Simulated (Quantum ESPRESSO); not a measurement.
# HfGe (P4/mmm) in Quantum ESPRESSO: convergence with wavefunction cutoff

Aim: find how far wavefunction cutoff must go before the results for HfGe settle, at PBEsol. This setting moves, with any that are tied to it; all else stays.

Everything below comes from runs of Quantum ESPRESSO 7.5. Logs are shortened: lines on timing, memory, paths and dates and some standing lists are left out, and cuts for length are marked.

### 1 Starting point

It takes space group P4/mmm (No. 123, tetragonal). Conventional cell: a = 3.220 Å, b = 3.220 Å, c = 4.108 Å, α = 90.00°, β = 90.00°, γ = 90.00°. Hf (site symmetry 4/mmm) has 4 Ge at 2.28 Å as nearest neighbours. Ge (site symmetry 4/mmm) has 4 Hf at 2.28 Å as nearest neighbours.

The cell was built by a generator and needn't be a form met in nature.

### 2 With wavefunction cutoff 18 Ry

File pw.in:

```
&CONTROL
  calculation = 'scf'
  prefix = 'pwscf'
  outdir = './tmp'
  pseudo_dir = './pseudo'
  tprnfor = .true.
  tstress = .true.
  disk_io = 'nowf'
/
&SYSTEM
  ibrav = 0
  nat = 2
  ntyp = 2
  ecutwfc = 18
  ecutrho = 360
  nbnd = 20
  occupations = 'smearing'
  smearing = 'fd'
  degauss = 0.00999582
/
&ELECTRONS
  conv_thr = 4d-10
  electron_maxstep = 120
  mixing_beta = 0.5
/
ATOMIC_SPECIES
Hf   178.4900 hf_pbesol_v1.uspp.F.UPF
Ge    72.6300 ge_pbesol_v1.4.uspp.F.UPF
CELL_PARAMETERS angstrom
   3.2196660000    0.0000000000    0.0000000000
   0.0000000000    3.2196660000    0.0000000000
   0.0000000000    0.0000000000    4.1084277000
ATOMIC_POSITIONS crystal
Hf     0.5000000000    0.5000000000    0.0000000000
Ge     0.0000000000    0.0000000000    0.0000000000
K_POINTS automatic
8 8 7 0 0 0
```

Potentials or basis: GBRV 1.5 PBEsol.

Command:

```bash
> OMP_NUM_THREADS=1 pw.x -in pw.in > pw.out
```

It took 19 s on 1 thread of Arm Neoverse V1, shared host; peak memory 0.26 GiB.

Results:

| Quantity | Value |
| --- | --- |
| Free energy | -5032.7895 eV |
| Pressure | -282.5 GPa |
| Band gap on the k mesh | none (metal or under the smearing width) |

### 3 With wavefunction cutoff 22 Ry

pw.in, as its differences from that of step 2:

```diff
@@ -13,3 +13,3 @@
   ntyp = 2
-  ecutwfc = 18
+  ecutwfc = 22
   ecutrho = 360
```

Potentials or basis: GBRV 1.5 PBEsol.

Command:

```bash
> OMP_NUM_THREADS=1 pw.x -in pw.in > pw.out
```

It took 19 s on 1 thread of Arm Neoverse V1, shared host; peak memory 0.26 GiB.

What came out:

* Free energy: -5048.6798 eV
* Pressure: -44.9 GPa
* Band gap on the k mesh: none (metal or under the smearing width)

### 4 With wavefunction cutoff 27 Ry

pw.in, as its differences from that of step 3:

```diff
@@ -13,3 +13,3 @@
   ntyp = 2
-  ecutwfc = 22
+  ecutwfc = 27
   ecutrho = 360
```

Command:

```bash
> OMP_NUM_THREADS=1 pw.x -in pw.in > pw.out
```

Wall time 25 s (1 thread of Arm Neoverse V1, shared host); peak memory 0.27 GiB.

Results:

```yaml
Free_energy: -5053.0102 eV
Pressure: 35.1 GPa
Band_gap_on_the_k_mesh: none (metal or under the smearing width)
```

### 5 With wavefunction cutoff 31 Ry

pw.in, as its differences from that of step 4:

```diff
@@ -13,3 +13,3 @@
   ntyp = 2
-  ecutwfc = 27
+  ecutwfc = 31
   ecutrho = 360
```

Command:

```bash
> OMP_NUM_THREADS=1 pw.x -in pw.in > pw.out
```

Wall time 27 s (1 thread of Arm Neoverse V1, shared host); peak memory 0.27 GiB.

Results:

```yaml
Free_energy: -5053.6781 eV
Pressure: 51.2 GPa
Band_gap_on_the_k_mesh: none (metal or under the smearing width)
```

### 6 With wavefunction cutoff 36 Ry

pw.in, as its differences from that of step 5:

```diff
@@ -13,3 +13,3 @@
   ntyp = 2
-  ecutwfc = 31
+  ecutwfc = 36
   ecutrho = 360
```

Potentials or basis: GBRV 1.5 PBEsol.

Command:

```bash
> OMP_NUM_THREADS=1 pw.x -in pw.in > pw.out
```

Run time: 29 s. Hardware: 1 thread of Arm Neoverse V1, shared host; peak memory 0.27 GiB.

Results (log left out):

```yaml
Free_energy: -5053.8361 eV
Pressure: 55.8 GPa
Band_gap_on_the_k_mesh: none (metal or under the smearing width)
```

### 7 With wavefunction cutoff 40 Ry

pw.in, as its differences from that of step 6:

```diff
@@ -13,3 +13,3 @@
   ntyp = 2
-  ecutwfc = 36
+  ecutwfc = 40
   ecutrho = 360
```

Command:

```bash
> OMP_NUM_THREADS=1 pw.x -in pw.in > pw.out
```

Wall time 29 s (1 thread of Arm Neoverse V1, shared host); peak memory 0.28 GiB.

The run converged. Its results:

| Property | Result |
| --- | --- |
| Free energy | -5053.8620 eV |
| Pressure | 56.4 GPa |
| Band gap on the k mesh | none (metal or under the smearing width) |

### 8 With wavefunction cutoff 45 Ry

pw.in, as its differences from that of step 7:

```diff
@@ -13,3 +13,3 @@
   ntyp = 2
-  ecutwfc = 40
+  ecutwfc = 45
   ecutrho = 360
```

Command:

```bash
> OMP_NUM_THREADS=1 pw.x -in pw.in > pw.out
```

It took 33 s on 1 thread of Arm Neoverse V1, shared host; peak memory 0.28 GiB.

It converged, with:

* Free energy: -5053.8779 eV
* Pressure: 56.5 GPa
* Band gap on the k mesh: none (metal or under the smearing width)

### 9 With wavefunction cutoff 54 Ry

pw.in, as its differences from that of step 8:

```diff
@@ -13,4 +13,4 @@
   ntyp = 2
-  ecutwfc = 45
-  ecutrho = 360
+  ecutwfc = 54
+  ecutrho = 432
   nbnd = 20
```

Potentials or basis: GBRV 1.5 PBEsol.

Command:

```bash
> OMP_NUM_THREADS=1 pw.x -in pw.in > pw.out
```

It took 47 s on 1 thread of Arm Neoverse V1, shared host; peak memory 0.36 GiB.

It converged, with:

- Free energy: -5053.8857 eV
- Pressure: 56.7 GPa
- Band gap on the k mesh: none (metal or under the smearing width)

### 10 With wavefunction cutoff 68 Ry

pw.in, as its differences from that of step 9:

```diff
@@ -13,4 +13,4 @@
   ntyp = 2
-  ecutwfc = 54
-  ecutrho = 432
+  ecutwfc = 68
+  ecutrho = 544
   nbnd = 20
```

Potentials or basis: GBRV 1.5 PBEsol.

Command:

```bash
> OMP_NUM_THREADS=1 pw.x -in pw.in > pw.out
```

pw.out:

```text
This program is part of the open-source Quantum ESPRESSO suite
     for quantum simulation of materials; please cite
[... 9 lines left out ...]
     --------------------
     sticks:   dense  smooth     PW     G-vecs:    dense   smooth      PW
     Sum        1605     793    241                61533    21697    3631

     Using Slab Decomposition

     bravais-lattice index     =            0
     lattice parameter (alat)  =       6.0843  a.u.
     unit-cell volume          =     287.4047 (a.u.)^3
     number of atoms/cell      =            2
     number of atomic types    =            2
     number of electrons       =        26.00
     number of Kohn-Sham states=           20
     kinetic-energy cutoff     =      68.0000  Ry
     charge density cutoff     =     544.0000  Ry
     scf convergence threshold =      4.0E-10
     mixing beta               =       0.5000
     number of iterations used =            8  plain     mixing
     Exchange-correlation= SLA  PW   PSX  PSC
                           (   1   4  10   8   0   0   0)

     celldm(1)=   6.084287  celldm(2)=   0.000000  celldm(3)=   0.000000
     celldm(4)=   0.000000  celldm(5)=   0.000000  celldm(6)=   0.000000

     crystal axes: (cart. coord. in units of alat)
               a(1) = (   1.000000   0.000000   0.000000 )
               a(2) = (   0.000000   1.000000   0.000000 )
               a(3) = (   0.000000   0.000000   1.276042 )

     reciprocal axes: (cart. coord. in units 2 pi/alat)
               b(1) = (  1.000000  0.000000  0.000000 )
               b(2) = (  0.000000  1.000000  0.000000 )
               b(3) = (  0.000000  0.000000  0.783674 )

     PseudoPot. # 1 for Hf read from file:
     hf_pbesol_v1.uspp.F.UPF
     Pseudo is Ultrasoft + core correction, Zval = 12.0
     Generated by new atomic code, or converted to UPF format
     Using radial grid of  921 points,  8 beta functions with:
                l(1) =   0
                l(2) =   0
                l(3) =   0
                l(4) =   1
                l(5) =   1
                l(6) =   2
                l(7) =   2
                l(8) =   3
     Q(r) pseudized with  6 coefficients,  rinner =    1.200   1.200   1.200
                                                       1.200   1.200   1.200
                                                       1.200

     PseudoPot. # 2 for Ge read from file:
     ge_pbesol_v1.4.uspp.F.UPF
     Pseudo is Ultrasoft + core correction, Zval = 14.0
     Generated by new atomic code, or converted to UPF format
     Using radial grid of  873 points,  6 beta functions with:
                l(1) =   0
                l(2) =   0
                l(3) =   1
                l(4) =   1
                l(5) =   2
                l(6) =   2
     Q(r) pseudized with  8 coefficients,  rinner =    1.400   1.400   1.400
                                                       1.400   1.400

     atomic species   valence    mass     pseudopotential
     Hf               12.00   178.49000     Hf( 1.00)
     Ge               14.00    72.63000     Ge( 1.00)

     16 Sym. Ops., with inversion, found

   Cartesian axes

     site n.     atom                  positions (alat units)
         1        Hf     tau(   1) = (   0.5000000   0.5000000   0.0000000  )
         2        Ge     tau(   2) = (   0.0000000   0.0000000   0.0000000  )

     number of k points=    60  Fermi-Dirac smearing, width (Ry)=  0.0100
                       cart. coord. in units 2pi/alat
        k(    1) = (   0.0000000   0.0000000   0.0000000), wk =   0.0044643
        k(    2) = (   0.0000000   0.0000000   0.1119534), wk =   0.0089286
        k(    3) = (   0.0000000   0.0000000   0.2239067), wk =   0.0089286
        k(    4) = (   0.0000000   0.0000000   0.3358601), wk =   0.0089286
        k(    5) = (   0.0000000   0.1250000   0.0000000), wk =   0.0178571
        k(    6) = (   0.0000000   0.1250000   0.1119534), wk =   0.0357143
[... 52 lines left out ...]
        k(   59) = (  -0.5000000  -0.5000000   0.2239067), wk =   0.0089286
        k(   60) = (  -0.5000000  -0.5000000   0.3358601), wk =   0.0089286

     Dense  grid:    61533 G-vectors     FFT dimensions: (  45,  45,  60)

     Smooth grid:    21697 G-vectors     FFT dimensions: (  32,  32,  45)

     Initial potential from superposition of free atoms

     starting charge      23.9992, renormalised to      26.0000

     negative rho (up, down):  1.152E-01 0.000E+00
     Starting wfcs are   22 randomized atomic wfcs

     Self-consistent Calculation

     iteration #  1     ecut=    68.00 Ry     beta= 0.50
     Davidson diagonalization with overlap
     ethr =  1.00E-02,  avg # of iterations =  4.5

     negative rho (up, down):  1.101E-01 0.000E+00

     total energy              =    -370.35887747 Ry
     estimated scf accuracy    <       3.54433058 Ry

     iteration #  2     ecut=    68.00 Ry     beta= 0.50
     Davidson diagonalization with overlap
     ethr =  1.00E-02,  avg # of iterations =  2.0

     negative rho (up, down):  1.103E-01 0.000E+00

     total energy              =    -371.42243108 Ry
     estimated scf accuracy    <       0.23229041 Ry

     iteration #  3     ecut=    68.00 Ry     beta= 0.50
     Davidson diagonalization with overlap
     ethr =  8.93E-04,  avg # of iterations =  2.2

     negative rho (up, down):  1.108E-01 0.000E+00

     total energy              =    -371.45273025 Ry
     estimated scf accuracy    <       0.01089745 Ry

     iteration #  4     ecut=    68.00 Ry     beta= 0.50
     Davidson diagonalization with overlap
     ethr =  4.19E-05,  avg # of iterations =  3.1
[... 37 lines left out ...]
     negative rho (up, down):  1.114E-01 0.000E+00

     total energy              =    -371.45389441 Ry
     estimated scf accuracy    <       0.00000005 Ry

     iteration #  9     ecut=    68.00 Ry     beta= 0.50
     Davidson diagonalization with overlap
     ethr =  2.01E-10,  avg # of iterations =  2.0

     negative rho (up, down):  1.114E-01 0.000E+00

     total energy              =    -371.45389443 Ry
     estimated scf accuracy    <       0.00000001 Ry

     iteration # 10     ecut=    68.00 Ry     beta= 0.50
     Davidson diagonalization with overlap
     ethr =  4.23E-11,  avg # of iterations =  1.7

     negative rho (up, down):  1.114E-01 0.000E+00

     End of self-consistent calculation

          k = 0.0000 0.0000 0.0000 (  2701 PWs)   bands (ev):

   -49.5791 -18.6978 -18.3358 -18.3358 -12.3620 -12.2628 -12.1457 -12.1083
   -12.1083   0.5314   9.8430   9.9415  11.4128  14.9149  14.9149  14.9752
    15.5336  15.5336  20.7067  22.6851

          k = 0.0000 0.0000 0.1120 (  2689 PWs)   bands (ev):

   -49.5791 -18.7031 -18.3355 -18.3355 -12.3620 -12.2627 -12.1451 -12.1085
   -12.1085   0.5984   9.4048   9.8642  11.9937  14.7646  14.7646  14.9803
    15.6384  15.6384  21.1802  22.3109

          k = 0.0000 0.0000 0.2239 (  2712 PWs)   bands (ev):

   -49.5789 -18.7148 -18.3348 -18.3348 -12.3620 -12.2627 -12.1438 -12.1088
   -12.1088   0.7570   8.6079   9.9127  13.0383  14.5143  14.5143  14.9918
    15.7919  15.7919  20.7014  22.6572

          k = 0.0000 0.0000 0.3359 (  2708 PWs)   bands (ev):

   -49.5787 -18.7242 -18.3342 -18.3342 -12.3620 -12.2626 -12.1427 -12.1091
   -12.1091   0.8936   8.0985   9.9525  14.0100  14.3517  14.3517  15.0011
    15.8820  15.8820  19.2633  21.9750

          k = 0.0000 0.1250 0.0000 (  2708 PWs)   bands (ev):

   -49.5758 -18.6930 -18.4333 -18.3547 -12.3071 -12.2458 -12.1242 -12.1074
   -12.1063   0.8839   9.7336  10.1082  11.0127  12.8385  14.8705  14.9760
    15.3527  18.0574  20.4142  23.4865
[... 285 lines left out ...]
   -49.5405 -18.7949 -18.7210 -18.6163 -12.2669 -12.1338 -12.1266 -12.1254
   -12.1109   2.8282   9.7004  10.7414  11.3561  12.4055  12.4753  15.3192
    17.8142  18.6331  18.6976  20.3489

          k = 0.3750-0.5000 0.1120 (  2732 PWs)   bands (ev):

   -49.5404 -18.7943 -18.7205 -18.6206 -12.2669 -12.1338 -12.1269 -12.1256
   -12.1104   2.8679   9.7843  10.5942  11.3140  12.1933  12.7556  14.8321
    17.8180  18.9547  19.3993  20.7526

          k = 0.3750-0.5000 0.2239 (  2730 PWs)   bands (ev):

   -49.5403 -18.7931 -18.7194 -18.6304 -12.2669 -12.1337 -12.1275 -12.1263
   -12.1090   2.9610  10.0018  10.2130  11.3145  11.7055  13.6217  14.0663
    17.8115  19.1227  20.1841  20.9151

          k = 0.3750-0.5000 0.3359 (  2732 PWs)   bands (ev):

   -49.5401 -18.7920 -18.7184 -18.6382 -12.2668 -12.1337 -12.1280 -12.1268
   -12.1079   3.0400   9.9019  10.2522  11.2658  11.3598  13.5883  14.9329
    17.3500  17.9837  20.0980  21.9959

          k =-0.5000-0.5000 0.0000 (  2712 PWs)   bands (ev):

   -49.5378 -18.7654 -18.7654 -18.6079 -12.3100 -12.1308 -12.1308 -12.1300
   -12.1288   2.5951  10.9278  10.9278  12.1896  12.1896  12.4062  14.1386
    17.9723  17.9955  18.7230  20.3178

          k =-0.5000-0.5000 0.1120 (  2744 PWs)   bands (ev):

   -49.5377 -18.7649 -18.7649 -18.6122 -12.3100 -12.1311 -12.1311 -12.1300
   -12.1282   2.6321  10.9331  10.9331  12.0647  12.0647  12.7335  13.5924
    17.9751  17.9919  19.5116  20.7317

          k =-0.5000-0.5000 0.2239 (  2740 PWs)   bands (ev):

   -49.5375 -18.7636 -18.7636 -18.6218 -12.3100 -12.1317 -12.1317 -12.1300
   -12.1269   2.7182  10.9462  10.9462  11.8067  11.8067  12.6924  13.6824
    17.9526  17.9816  20.7338  20.9496

          k =-0.5000-0.5000 0.3359 (  2760 PWs)   bands (ev):

   -49.5374 -18.7627 -18.7627 -18.6295 -12.3100 -12.1323 -12.1323 -12.1300
   -12.1259   2.7906  10.9591  10.9591  11.6167  11.6167  12.1273  15.0487
    17.5603  17.9868  18.7579  21.8780

     the Fermi energy is    11.3902 ev

!    total energy              =    -371.45389443 Ry
     estimated scf accuracy    <          5.9E-11 Ry
     smearing contrib. (-TS)   =      -0.00589064 Ry
     internal energy E=F+TS    =    -371.44800379 Ry

     The total energy is F=E-TS. E is the sum of the following terms:
     one-electron contribution =    -195.19392272 Ry
     hartree contribution      =     115.94417760 Ry
     xc contribution           =    -133.50437682 Ry
     ewald contribution        =    -158.69388185 Ry

     convergence has been achieved in  10 iterations

     negative rho (up, down):  1.114E-01 0.000E+00

     Forces acting on atoms (cartesian axes, Ry/au):

     atom    1 type  1   force =     0.00000000    0.00000000    0.00000000
     atom    2 type  2   force =     0.00000000    0.00000000    0.00000000

     Total force =     0.000000     Total SCF correction =     0.000000

     Computing stress (Cartesian axis) and pressure

     negative rho (up, down):  1.114E-01 0.000E+00
          total   stress  (Ry/bohr**3)                   (kbar)     P=      567.04
   0.00589408   0.00000000   0.00000000          867.05        0.00        0.00
   0.00000000   0.00589408   0.00000000            0.00      867.05        0.00
   0.00000000   0.00000000  -0.00022410            0.00        0.00      -32.97

=------------------------------------------------------------------------------=
   JOB DONE.
=------------------------------------------------------------------------------=
```

Run time: 60 s. Hardware: 1 thread of Arm Neoverse V1, shared host; peak memory 0.5 GiB.

What came out:

| Property | Result |
| --- | --- |
| Free energy | -5053.8877 eV |
| Pressure | 56.7 GPa |
| Band gap on the k mesh | none (metal or under the smearing width) |

### 11 Result

| wavefunction cutoff | energy less the tightest run, at zero smearing (meV/atom) | pressure (GPa) | SCF cycles | CPU time (s) | peak memory (GiB) |
| --- | --- | --- | --- | --- | --- |
| 18 Ry | 10548.09 | -282.49 | 10 | 19 | 0.26 |
| 22 Ry | 2603.78 | -44.86 | 10 | 19 | 0.26 |
| 27 Ry | 438.76 | 35.10 | 10 | 25 | 0.27 |
| 31 Ry | 104.80 | 51.22 | 10 | 27 | 0.27 |
| 36 Ry | 25.79 | 55.84 | 10 | 29 | 0.27 |
| 40 Ry | 12.82 | 56.37 | 10 | 29 | 0.28 |
| 45 Ry | 4.92 | 56.55 | 10 | 33 | 0.28 |
| 54 Ry | 1.02 | 56.75 | 10 | 47 | 0.36 |
| 68 Ry | 0.00 | 56.70 | 10 | 60 | 0.5 |

Against the tightest run, the pressure stays within 0.1 GPa from 54 Ry on. Not settled before the last step: the energy (to 1 meV/atom). The tightest run that finished is the yardstick and may itself not be fully converged.

Caveats: a pressure of tens of GPa on the cell as given is suspect, and the run, the potentials or the cell itself is likely at fault.
